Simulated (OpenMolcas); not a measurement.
**Ta⁴⁺ among point charges: CASSCF and CASPT2 levels and susceptibility**

Aim: the splitting of the states of Ta⁴⁺ in the field of 6 point charges, its lowest levels with spin-orbit coupling and its magnetic susceptibility.

The numbers are computed with OpenMolcas 26.06 (state-averaged CASSCF and CASPT2, spin-orbit coupling by RASSI with atomic mean-field integrals), except any that are marked as measured or tabulated.

**1. What is computed**

* Species: Ta⁴⁺ (tantalum, Z = 73, 69 electrons)
* Basis: ANO-RCC-VTZP [8s7p5d3f2g1h], 104 functions
* Scalar Hamiltonian: DKH2, point nucleus
* Inactive shells: 1s 2s 2p 3s 3p 3d 4s 4p 4d 4f 5s 5p
* Active space: 1 electron in 5 orbitals (5d)
* Some configurations of this space: 5d
* Orbitals: optimised for each spin and parity, averaged over all roots

The outer shells:

5d
```
5d [↑ ][  ][  ][  ][  ]
```

The ion sits among 6 point charges of -1.7 e arranged as an octahedron (Oh), 2.26 Å from the ion.

Each step is its own input file, run in one work folder so that later steps find the files of earlier ones. Labels, J, g values, rates, χT and fits are worked out afterwards by a script from the matrices that RASSI stores. The input lists half of the charges; inversion (Group=XYZ) makes the rest.

**2. One- and two-electron integrals**

Input file a.inp:

```
&GATEWAY
Coord
1

Ta 0.0 0.0 0.0
Basis=ANO-RCC-VTZP
Group=XYZ
NoMove
AngMom=0.0 0.0 0.0
AMFI
XField
3 Angstrom 0
2.260000 0.000000 0.000000 -1.700000
0.000000 2.260000 0.000000 -1.700000
0.000000 0.000000 2.260000 -1.700000
&SEWARD
```

**3. CASSCF: doublets of even parity, 5 roots**

Input file a.inp:

```
&RASSCF
FileOrb=start.orb
Symmetry=1
Spin=2
nActEl=1 0 0
Inactive=15 19
Ras2=5 0
CIRoot=5 5 1
SDav=5
CIMx=300
Iter=120 100
PrWF=0.3
OrbListing=Nothing
MaxOrb=0
>>> COPY $Project.JobIph JOB001
```

start.orb holds the contracted functions of the basis, ordered by shell, or the orbitals of the step before.

**4. RASSI: spin-orbit coupling between the states**

Input file a.inp:

```
&RASSI
NrOfJobIphs=1 5
1 2 3 4 5
IphNames
JOB001
EJob
SpinOrbit
DIPRint=1.0
SOCoupling=1000.0
Subsets=2
Property=9
'ANGMOM' 1 'ANGMOM' 2 'ANGMOM' 3 'MLTPL  1' 1 'MLTPL  1' 2 'MLTPL  1' 3
'AMFI' 1 'AMFI' 2 'AMFI' 3
SOProperty=3
'ANGMOM' 1 'ANGMOM' 2 'ANGMOM' 3
```

**5. CASPT2: IPEA 0.25, imaginary shift 0.1 (closed shells correlated: 4f 5s 5p)**

Input file a.inp:

```
>>> COPY JOB001 $Project.JobIph
&CASPT2
Multistate=5 1 2 3 4 5
NoMult
Frozen=14 9
IPEA=0.25
Imaginary=0.1
MaxIter=60
WThr=0.0 0.3 0.05
PrWF=0.5
NoMix
```

(Steps that only read results are left out.)

Before running it: what results should come out? Wanted: spin-free ground state; first state of the same spin within the active space; lowest level; next level.

**Answer**, as computed:

```
                                            quantity                                                                           value
                                              method  SS-CASPT2, IPEA 0.25, imaginary shift 0.1 (closed shells correlated: 4f 5s 5p)
                              spin-free ground state                                                 2T2, 3-fold in its orbital part
first state of the same spin within the active space                                                                 2E at 8550 cm⁻¹
                                        lowest level                                                                       4-fold Γ8
                                          next level                                                                     4918.4 cm⁻¹
                                         χT at 300 K                                                                  0.15 cm³ K/mol
                           effective moment at 300 K                                                                         1.11 μB
```

Cost by method:

```
                                                 method  time of its own steps  time with the reference
                                              A. CASSCF                  5.8 s                    5.8 s
B. SS-CASPT2, IPEA 0.25, imaginary shift 0.1, +4f 5s 5p                  4.2 s                     10 s
```

Times are of one thread on a shared host.

The spin-free ground state (2T2) comes to 100 % from free-ion D terms and keeps the highest spin of the shell. χT at 300 K is 0.15, against 0.38 cm³ K/mol for the spin alone, so orbital moment lowers it. A ligand-field fit to the states below 45000 cm-1 gives 10Dq = 8549 cm-1, the gap between the two states. CASPT2 does not keep the components of a term degenerate, and the means are used. The field of point charges can differ much from that of real complexes. This is an electrostatic model: the charges have no orbitals.
